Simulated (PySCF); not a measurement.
FGeClH2, in a box:

```
F Ge Cl H
1.0
    12.00000    0.00000    0.00000
     0.00000   12.00000    0.00000
     0.00000    0.00000   12.00000
F Ge Cl H
1 1 1 2
Direct
  0.47740 0.46486 0.60517
  0.50923 0.49976 0.46899
  0.38171 0.61093 0.41454
  0.50320 0.39257 0.40050
  0.62046 0.56171 0.47126
```

Base run:

| Quantity | Value |
| --- | --- |
| Program | PySCF 2.14.0 |
| Functional | SCAN0 |
| Potentials or basis | 6-31g* (all-electron) |
| k mesh | 1 × 1 × 1 |
| Occupations | fixed |
| Spin | no spin polarisation |

Its results: gap between the frontier levels 9.45 eV.

The run is repeated on the same cell with these changes: functional from SCAN0 to MN15-L. What comes out?

Gap between the frontier levels 7.91 eV.

Caveats: this is a molecule in a periodic box at the Γ point, so its band gap is the HOMO-LUMO gap; relativity is left out, which matters for the heavier elements; the basis of atomic orbitals isn't converged, which shifts pressures, moduli and gaps.

